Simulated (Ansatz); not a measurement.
Runs of Ansatz 0.2.0 on TaVN2. The structure is tetragonal, space group P4/mmm (No. 123). The conventional cell has a = 3.050 Å, b = 3.050 Å, c = 4.296 Å, α = 90.00°, β = 90.00°, γ = 90.00°. Ta (site symmetry 4/mmm) is surrounded by 6 N at 2.15 to 2.16 Å. V (site symmetry 4/mmm) is surrounded by 6 N at 2.15 to 2.16 Å. Around N (site symmetry 4/mmm) lie 2 V at 2.15 Å and 4 Ta at 2.16 Å. Around N (site symmetry 4/mmm) lie 2 Ta at 2.15 Å and 4 V at 2.16 Å. The cell comes from a database or a generator and needn't be the stable form of this composition.

```tsv
task	level	spin	cell	cutoff (eV)	gap on the mesh (eV)	pressure (GPa)	moment (μB)	relaxed volume (Å³/atom)
single point	PBEsol	off	as given	420	none	-12.6	-	-
relaxation of cell and atoms	r2SCAN	collinear, ferromagnetic start	relaxed	500	none	0.0	2.09	10.05
single point	PBEsol	collinear, random start	as given	420	none	-11.1	0.90	-
relaxation of cell and atoms	revPBE	collinear, ferromagnetic start	relaxed	420	none	0.0	1.27	(b)
single point	PBEsol	collinear, ferromagnetic start	as given	420	none	-11.1	0.90	-
relaxation of cell and atoms	RPBE	collinear, ferromagnetic start	relaxed	420	none	0.0	1.33	10.16
relaxation of cell and atoms	PBEsol	collinear, ferromagnetic start	relaxed	420	none	0.0	0.60	9.62
relaxation of cell and atoms	PBE	collinear, ferromagnetic start	relaxed	420	none	0.0	1.13	9.96
relaxation of cell and atoms	BLYP	collinear, ferromagnetic start	relaxed	420	none	0.0	1.32	10.35
relaxation of cell and atoms	LDA	collinear, ferromagnetic start	relaxed	420	none	0.0	(a)	9.41
```

Alike in all rows: potentials or basis Ansatz PAW; k mesh 9 × 9 × 6; smearing fermi-dirac 0.05 eV.

Problem. Fill in the values left out.

Solution. (a) 0.00; (b) 10.10.

Caveats: the PAW data sets come from PBE, with cores solved anew for the run's functional, which leaves a small shift of forces and pressure (some runs); the plane-wave basis is chosen anew once the cell has moved, so the energies of steps on either side of that aren't comparable (some runs); the magnetic or orbital state may not be the lowest (some runs); the starting moments weren't kept (some runs).

A k mesh can miss the band edges, and the runs leave out spin-orbit coupling on Ta.

A gap of «none» marks a metal or a gap under the smearing width.
